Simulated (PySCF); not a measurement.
# C3H9BO3: the cost of one run

Program: PySCF 2.14.0. Level of theory: levels as typed in each script, gas phase, geometry from GFN2-xTB. These are calculated values, not measurements.

### Step 1. The system as given

SMILES `COB(OC)OC`, 16 atoms, charge 0, spin multiplicity 1.

Bond lengths: C1–O2 1.406 Å, C1–H8 1.094 Å, C1–H9 1.093 Å, C1–H10 1.092 Å, O2–B3 1.360 Å, B3–O4 1.369 Å, B3–O6 1.362 Å, O4–C5 1.406 Å, C5–H11 1.094 Å, C5–H12 1.092 Å, C5–H13 1.092 Å, O6–C7 1.410 Å, C7–H14 1.093 Å, C7–H15 1.093 Å, C7–H16 1.090 Å. Angles: O2–C1–H8 111.3°, O2–C1–H9 112.1°, O2–C1–H10 106.5°, H8–C1–H9 109.2°, H8–C1–H10 108.7°, H9–C1–H10 108.9°, C1–O2–B3 128.6°, O2–B3–O4 130.8°, O2–B3–O6 112.7°, O4–B3–O6 116.5°, B3–O4–C5 128.9°, O4–C5–H11 111.2°, O4–C5–H12 106.6°, O4–C5–H13 111.9°, H11–C5–H12 108.8°, H11–C5–H13 109.3°, H12–C5–H13 108.9°, B3–O6–C7 121.5° and more.

As a file:

```csv
atom,x (Å),y (Å),z (Å)
C1,-2.2187,-0.9830,-0.0033
O2,-0.8299,-1.2030,0.0077
B3,0.1741,-0.2862,0.0003
O4,0.1354,1.0826,-0.0047
C5,-0.9834,1.9343,0.0022
O6,1.4098,-0.8596,-0.0032
C7,2.5842,-0.0785,0.0008
H8,-2.5475,-0.5670,-0.9603
H9,-2.5359,-0.3201,0.8057
H10,-2.6885,-1.9586,0.1350
H11,-1.5157,1.8804,0.9560
H12,-0.6039,2.9494,-0.1316
H13,-1.6758,1.7044,-0.8109
H14,2.6579,0.5059,0.9213
H15,2.5993,0.6096,-0.8477
H16,3.4242,-0.7697,-0.0660
```

### Step 2. Localised orbitals (BP86/def2-svp)

input.py reads:

```python
import numpy as np
from pyscf import gto, scf, dft, lo
from pyscf.data.elements import chemcore

def solve(mol, dm0=None, hcore=None):
    mf = (dft.UKS if mol.spin else dft.RKS)(mol, xc='bp86')
    mf.grids.level = 3
    mf = mf.density_fit(auxbasis='def2-universal-jkfit')
    mf.conv_tol, mf.max_cycle = 1e-8, 80
    if hcore is not None:
        mf.get_hcore = lambda *args: hcore
    mf.kernel(dm0)
    if not mf.converged:
        mf = mf.newton().run(mf.mo_coeff, mf.mo_occ, max_cycle=30)
    assert mf.converged, 'SCF not converged'
    return mf

mol = gto.M(atom='''
C     -2.21874    -0.98305    -0.00326
O     -0.82986    -1.20302     0.00772
B      0.17406    -0.28622     0.00035
O      0.13543     1.08260    -0.00475
C     -0.98340     1.93431     0.00218
O      1.40983    -0.85956    -0.00319
C      2.58419    -0.07850     0.00082
H     -2.54753    -0.56699    -0.96034
H     -2.53591    -0.32007     0.80571
H     -2.68846    -1.95859     0.13504
H     -1.51572     1.88038     0.95601
H     -0.60390     2.94941    -0.13160
H     -1.67577     1.70440    -0.81091
H      2.65790     0.50594     0.92133
H      2.59928     0.60956    -0.84771
H      3.42425    -0.76970    -0.06602
''', basis='def2-svp', charge=0, spin=0, verbose=4)
mf = solve(mol)
occ_all = mf.mo_coeff[:, mf.mo_occ > 0]
occ = occ_all[:, chemcore(mol):]
loc = lo.ibo.ibo(mol, occ, iaos=lo.iao.iao(mol, occ_all))
fock, s = mf.get_fock(), mf.get_ovlp()
ortho = lo.orth_ao(mol, 'meta_lowdin')
ortho = lo.vec_lowdin(lo.iao.iao(mol, occ_all), s)
labels = lo.iao.reference_mol(mol).ao_labels(fmt=None)
vir = lo.vvo.livvo(mol, occ_all, mf.mo_coeff[:, mf.mo_occ == 0])
both = np.hstack([loc, vir])
p = (ortho.T @ s @ both) ** 2
pop = np.array([p[[l[0] == a for l in labels]].sum(0) for a in range(mol.natm)])
spd = np.array([[p[[l[0] == a and l[2][-1] == k for l in labels]].sum(0) for k in 'spd'] for a in range(mol.natm)])
eps = np.einsum('pi,pq,qi->i', both, fock, both)
for i in np.argsort(eps):
    top = np.argsort(-pop[:, i])[:3]
    print('%3d %s %9.4f Eh ' % (i + 1, 'occ' if i < loc.shape[1] else 'vir', eps[i]), '  '.join('%s%d %.3f' % (mol.atom_symbol(a), a + 1, pop[a, i]) for a in top))
np.savez('result.npz', c=both, nocc=loc.shape[1], pop=pop, spd=spd, eps=eps, e=mf.e_tot)
```

On the command line:

```
$ OMP_NUM_THREADS=1 python input.py
```

**Question.** How long does this run take on 1 thread of AMD EPYC 7R43 (Zen 3), shared host, and how much memory does it need?

About 34 s, with a peak of 0.55 GiB.
